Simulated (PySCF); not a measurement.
# C₂H₉PSi: electronic excitations and core binding energies

Aim: predict the electronic excitations and core binding energies of C₂H₉PSi (`CPC[SiH3]`).

Computed with PySCF 2.14.0, with density-fitted response routines of our own, on a single molecule in the gas phase. Atoms are numbered from 0 throughout.

### 1 The starting structure

13 atoms, charge 0, multiplicity 1; geometry from: GFN2-xTB.

Bonds of the start (Å): C0–P1 1.85, P1–C2 1.85, C2–Si3 1.90, C0–H4 1.09, C0–H5 1.09, C0–H6 1.09, P1–H7 1.40, C2–H8 1.09, C2–H9 1.09, Si3–H10 1.46, Si3–H11 1.47, Si3–H12 1.47.

### 2 Ultraviolet spectrum: PBE0/def2-SVPD

Job settings and geometry (Å):

```
{"job": {"kind": "uv", "xc": "PBE0", "basis": "def2-SVPD", "nstates": 8, "ntriplets": 3}, "charge": 0, "multiplicity": 1}
C      2.253189    -0.450904    -0.002537
P      0.835029     0.297130     0.928036
C     -0.567707    -0.402727    -0.055566
Si    -2.202088     0.500573     0.320951
H      3.175602     0.040791     0.301690
H      2.324458    -1.507731     0.254505
H      2.121328    -0.347559    -1.078821
H      0.872078     1.524312     0.249266
H     -0.325909    -0.359744    -1.119417
H     -0.656484    -1.456293     0.219968
H     -2.500646     0.388517     1.747071
H     -3.256327    -0.134310    -0.475513
H     -2.076911     1.908432    -0.064546
```

Level: TDDFT PBE0/def2-SVPD, vertical, gas phase, core orbitals frozen in the response.

Launch:

```bash
$ OMP_NUM_THREADS=1 python probes_run.py task.json out
```

The driver reads the jobs from task.json and runs them one after another.

Output:

```text
coarse grid: 11000 points
cycle   1  E = -711.7454687555  dE = -2.468e-02  |g| = 3.303e-01  |ddm| = 3.975e+00
cycle   2  E = -711.7340369297  dE =  1.143e-02  |g| = 3.857e-01  |ddm| = 8.939e-01
cycle   3  E = -711.7745547888  dE = -4.052e-02  |g| = 3.424e-02  |ddm| = 4.642e-01
cycle   4  E = -711.7748940427  dE = -3.393e-04  |g| = 1.425e-02  |ddm| = 8.065e-02
cycle   5  E = -711.7749525848  dE = -5.854e-05  |g| = 4.369e-03  |ddm| = 2.481e-02
cycle   6  E = -711.7749578884  dE = -5.304e-06  |g| = 8.330e-04  |ddm| = 6.826e-03
final grid: 94616 points
cycle   7  E = -711.8591893323  dE = -1.772e-05  |g| = 6.674e-03  |ddm| = 6.989e-02
cycle   8  E = -711.8591824299  dE =  6.902e-06  |g| = 8.335e-03  |ddm| = 1.719e-02
cycle   9  E = -711.8592010524  dE = -1.862e-05  |g| = 3.759e-04  |ddm| = 9.475e-03
cycle  10  E = -711.8592010985  dE = -4.605e-08  |g| = 1.117e-04  |ddm| = 8.229e-04
cycle  11  E = -711.8592011015  dE = -3.000e-09  |g| = 4.820e-05  |ddm| = 2.166e-04
cycle  12  E = -711.8592011021  dE = -6.746e-10  |g| = 9.609e-06  |ddm| = 7.512e-05
converged SCF energy = -711.8592011021

Static polarisability (au): isotropic 79.993, principal 67.651 73.140 99.189

Singlet excitations
state   eV       nm        f      main configurations
  1   6.0024    206.6   0.02533   H->L 0.97
  2   6.1990    200.0   0.06878   H->L+1 0.96
  3   6.8997    179.7   0.02471   H->L+3 0.77, H->L+2 0.18
  4   6.9888    177.4   0.01675   H->L+2 0.80, H->L+3 0.16
  5   7.4155    167.2   0.05245   H->L+5 0.65, H->L+4 0.29
  6   7.4710    166.0   0.03248   H->L+4 0.66, H->L+5 0.28
  7   7.6233    162.6   0.02955   H->L+6 0.67, H-1->L 0.25
  8   7.6778    161.5   0.07046   H-1->L 0.69, H->L+6 0.26

Triplet excitations (Tamm-Dancoff, eV): 5.1310 5.2993 6.4535
```

Wall time 13 s (1 thread of Arm Neoverse V1, shared host); peak memory 0.62 GiB.

Frontier orbitals and where they lie:

| orbital | eV | atoms |
| --- | --- | --- |
| HOMO−3 | -9.62 | Si3 39 %, H10 27 %, H12 19 % |
| HOMO−2 | -9.38 | C2 19 %, Si3 19 %, P1 15 % |
| HOMO−1 | -8.64 | C2 30 %, Si3 20 %, C0 16 % |
| HOMO | -6.85 | P1 63 %, C2 11 %, C0 11 % |
| LUMO | 0.24 | Si3 21 %, P1 17 %, C2 13 % |
| LUMO+1 | 0.48 | P1 24 %, Si3 18 %, C0 16 % |
| LUMO+2 | 0.98 | Si3 52 %, H12 13 %, H10 12 % |

With each of the 8 states as a Gaussian band of 0.4 eV half-width at 1/e, the curve within the window shown has maxima at 201 nm (ε 3,700), 164 nm (ε 7,100) L/(mol cm). Beyond the last state computed it falls off for lack of states. The curve at chosen wavelengths:

(nm, ε (L/mol/cm)): (155, 2732), (158, 4755), (161, 6444), (164, 7062), (167, 6522), (170, 5336), (173, 4113), (176, 3166), (179, 2515), (182, 2104), (185, 1938), (188, 2056), (191, 2439), (193, 2782), (196, 3288), (199, 3618), (202, 3655), (205, 3389), (208, 2896), (211, 2297), (214, 1701), (217, 1183), (220, 777), (223, 484), (226, 288), (229, 164)

Further results of this job:

| property | computed |
| --- | --- |
| dipole moment (D) | 1.50 |
| polarisability (Å³) | 11.85 |
| HOMO–LUMO gap (eV) | 7.09 |
| −ε(HOMO) (eV) | 6.85 |

### 3 Core holes by ΔSCF: SCAN, X2C

Settings changed since step 2:

```diff
@@ -1,2 +1,2 @@
-{"job": {"kind": "uv", "xc": "PBE0", "basis": "def2-SVPD", "nstates": 8, "ntriplets": 3}, "charge": 0, "multiplicity": 1}
+{"job": {"kind": "xps"}, "charge": 0, "multiplicity": 1}
 C      2.253189    -0.450904    -0.002537
```

Method: delta-SCF UKS SCAN, pcX-2 on the ionised atom, pcseg-1 elsewhere, spin-free X2C.

Output:

```text
ground state, core basis on atom 0 (C), 140 functions
  cycle   1  E = -713.65972691  |g| = 4.75e-01
  cycle   2  E = -713.59630605  |g| = 6.62e-01
  cycle   3  E = -713.71981979  |g| = 5.90e-02
  cycle   4  E = -713.72095633  |g| = 2.24e-02
  cycle   5  E = -713.72110480  |g| = 8.22e-03
  cycle   6  E = -713.72112111  |g| = 3.07e-03
  cycle   7  E = -713.72112515  |g| = 7.17e-04
  cycle   8  E = -713.72112580  |g| = 1.58e-04
  E(ground) = -713.77846422 Eh
hole in C 1s of atom 0
  cycle   1  E = -702.47713610  |g| = 1.51e+00
  cycle   2  E = -701.78922605  |g| = 1.81e+00
  cycle   3  E = -702.99418106  |g| = 3.45e-01
  cycle   4  E = -703.03564767  |g| = 1.51e-01
  cycle   5  E = -703.04776075  |g| = 5.49e-02
  cycle   6  E = -703.04926315  |g| = 1.30e-02
  cycle   7  E = -703.04936305  |g| = 4.58e-03
  cycle   8  E = -703.04938268  |g| = 1.26e-03
  cycle   9  E = -703.04938442  |g| = 6.99e-04
  cycle  10  E = -703.04938478  |g| = 2.40e-04
  E(ion) = -703.10575866 Eh   <S^2> = 0.7696   hole on atom = 1.000   binding energy = 290.419 eV
ground state, core basis on atom 1 (P), 151 functions
  cycle   1  E = -713.83903607  |g| = 3.40e-01
  cycle   2  E = -713.83892293  |g| = 3.89e-02
  cycle   3  E = -713.83851928  |g| = 5.40e-02
  cycle   4  E = -713.83934271  |g| = 3.95e-03
  cycle   5  E = -713.83934618  |g| = 1.73e-03
  cycle   6  E = -713.83934529  |g| = 1.61e-04
  E(ground) = -713.86625268 Eh
hole in P 1s of atom 1
  cycle   1  E = -633.68911947  |g| = 4.72e+00
  cycle   2  E = -633.74409043  |g| = 2.23e+00
  cycle   3  E = -634.33573192  |g| = 9.14e-01
  cycle   4  E = -634.78428946  |g| = 3.04e-01
  cycle   5  E = -634.83141982  |g| = 1.03e-01
  cycle   6  E = -634.83676323  |g| = 3.29e-02
  cycle   7  E = -634.83725894  |g| = 1.07e-02
  cycle   8  E = -634.83731127  |g| = 5.14e-03
  cycle   9  E = -634.83732507  |g| = 1.60e-03
  cycle  10  E = -634.83732656  |g| = 3.16e-04
  E(ion) = -634.86543445 Eh   <S^2> = 0.7521   hole on atom = 1.000   binding energy = 2149.722 eV
hole in P 2p of atom 1
  cycle   1  E = -708.42845049  |g| = 1.39e+00
  cycle   2  E = -708.23840818  |g| = 1.26e+00
  cycle   3  E = -708.76411806  |g| = 2.93e-01
  cycle   4  E = -708.81134910  |g| = 1.08e-01
  cycle   5  E = -708.81646624  |g| = 5.12e-02
  cycle   6  E = -708.81786130  |g| = 1.18e-02
  cycle   7  E = -708.81791882  |g| = 6.52e-03
  cycle   8  E = -708.81794332  |g| = 1.73e-03
  cycle   9  E = -708.81794490  |g| = 9.38e-04
  cycle  10  E = -708.81794622  |g| = 3.20e-04
  E(ion) = -708.85661434 Eh   <S^2> = 0.7538   hole on atom = 1.002   binding energy = 136.319 eV
  2p3/2 = 136.116 eV   2p1/2 = 137.011 eV
ground state, core basis on atom 2 (C), 140 functions
  cycle   1  E = -713.72149476  |g| = 7.07e-02
  cycle   2  E = -713.72112196  |g| = 5.55e-02
  cycle   3  E = -713.72192430  |g| = 2.19e-02
  cycle   4  E = -713.72205217  |g| = 6.77e-03
  cycle   5  E = -713.72206713  |g| = 8.37e-04
  cycle   6  E = -713.72206680  |g| = 2.40e-04
  E(ground) = -713.77950049 Eh
hole in C 1s of atom 2
  cycle   1  E = -702.47671544  |g| = 1.51e+00
  cycle   2  E = -701.57928772  |g| = 1.93e+00
  cycle   3  E = -702.99863440  |g| = 3.72e-01
  cycle   4  E = -703.05305632  |g| = 1.40e-01
  cycle   5  E = -703.06291722  |g| = 5.22e-02
  cycle   6  E = -703.06432528  |g| = 1.21e-02
  cycle   7  E = -703.06441118  |g| = 4.36e-03
  cycle   8  E = -703.06442440  |g| = 1.16e-03
  cycle   9  E = -703.06442758  |g| = 6.55e-04
  cycle  10  E = -703.06442870  |g| = 1.84e-04
  E(ion) = -703.12047123 Eh   <S^2> = 0.7709   hole on atom = 1.000   binding energy = 290.047 eV
ground state, core basis on atom 3 (Si), 151 functions
  cycle   1  E = -713.81509327  |g| = 2.86e-01
  cycle   2  E = -713.81515004  |g| = 3.44e-02
  cycle   3  E = -713.81507384  |g| = 2.92e-02
  cycle   4  E = -713.81522858  |g| = 1.05e-02
  cycle   5  E = -713.81526022  |g| = 8.10e-04
  cycle   6  E = -713.81525940  |g| = 1.16e-04
  E(ground) = -713.83124714 Eh
hole in Si 1s of atom 3
  cycle   1  E = -644.89726424  |g| = 4.35e+00
  cycle   2  E = -643.89639715  |g| = 2.36e+00
  cycle   3  E = -642.76048929  |g| = 1.84e+00
  cycle   4  E = -645.89484761  |g| = 3.22e-01
  cycle   5  E = -645.92814276  |g| = 2.15e-01
  cycle   6  E = -645.95498157  |g| = 4.53e-02
  cycle   7  E = -645.95596116  |g| = 2.29e-02
  cycle   8  E = -645.95625653  |g| = 4.96e-03
  cycle   9  E = -645.95627020  |g| = 1.62e-03
  cycle  10  E = -645.95627208  |g| = 6.49e-04
  cycle  11  E = -645.95627189  |g| = 1.86e-04
  E(ion) = -645.97991273 Eh   <S^2> = 0.7524   hole on atom = 1.000   binding energy = 1846.329 eV
hole in Si 2p of atom 3
  cycle   1  E = -709.55459775  |g| = 1.23e+00
  cycle   2  E = -709.00357266  |g| = 1.29e+00
  cycle   3  E = -709.76784302  |g| = 3.82e-01
  cycle   4  E = -709.87309796  |g| = 9.75e-02
  cycle   5  E = -709.87698795  |g| = 5.44e-02
  cycle   6  E = -709.87858803  |g| = 1.74e-02
  cycle   7  E = -709.87875618  |g| = 5.14e-03
  cycle   8  E = -709.87877312  |g| = 1.77e-03
  cycle   9  E = -709.87877496  |g| = 7.59e-04
  cycle  10  E = -709.87877518  |g| = 3.02e-04
  E(ion) = -709.90610755 Eh   <S^2> = 0.7522   hole on atom = 1.002   binding energy = 106.808 eV
  2p3/2 = 106.606 eV   2p1/2 = 107.229 eV
```

Wall time 34 s (1 thread of Arm Neoverse V1, shared host); peak memory 0.44 GiB.

The holes in one table. −ε is the ground-state orbital energy:

| hole | stands for | environment | ΔSCF (eV; 2p as the shell's mean) | −ε (eV) | ⟨S²⟩ |
| --- | --- | --- | --- | --- | --- |
| C1s on C0 | C0 | methyl carbon bonded to P | 290.42 | 273.6 | 0.770 |
| P1s on P1 | P1 | phosphorus bonded to 2 C, H | 2149.72 | 2092.5 | 0.752 |
| P2p on P1 | P1 | phosphorus bonded to 2 C, H | 136.41 | 125.4 | 0.754 |
| C1s on C2 | C2 | sp3 CH2 bonded to P and Si | 290.05 | 273.6 | 0.771 |
| Si1s on Si3 | Si3 | silicon bonded to C, 3 H | 1846.33 | 1793.2 | 0.752 |
| Si2p on Si3 | Si3 | silicon bonded to C, 3 H | 106.81 | 96.0 | 0.752 |

With the spin-orbit splitting: P1 2p3/2 136.12, 2p1/2 137.01 eV; Si3 2p3/2 106.61, 2p1/2 107.23 eV. The table gives each 2p level as the mean over the whole 2p shell (two parts 2p3/2, one part 2p1/2), which differs a little from the single hole in the log.

### 4 What came out

| quantity | value |
| --- | --- |
| lowest singlet (PBE0/def2-SVPD) | 6.00 eV (207 nm), f = 0.025 |
| brightest single state of those computed | state 8, 7.68 eV, f = 0.070 |
| lowest triplet | 5.13 eV |
| C1s binding energies, SCAN/pcX-2 | C0 290.42, C2 290.05 eV |
| P1s binding energies, SCAN/pcX-2 | P1 2149.72 eV |
| P2p binding energies, SCAN/pcX-2 | P1 136.41 eV |
| Si1s binding energies, SCAN/pcX-2 | Si3 1846.33 eV |
| Si2p binding energies, SCAN/pcX-2 | Si3 106.81 eV |

What this shows: The lowest singlet, at 6.00 eV, is HOMO→LUMO 0.97 and is weak; of the 8 states computed, the strongest absorption comes from state 8 at 7.68 eV (the last computed, so partners may be missing). The lowest triplet lies 0.87 eV below the lowest singlet (triplets in Tamm-Dancoff, singlets in full TDDFT). States above −ε(HOMO) lie where TDDFT describes them poorly and they hang on the basis; the brightest is among them. The C1s levels kept as sound span 0.37 eV, from C2 (sp3 CH2 bonded to P and Si) up to C0 (methyl carbon bonded to P).
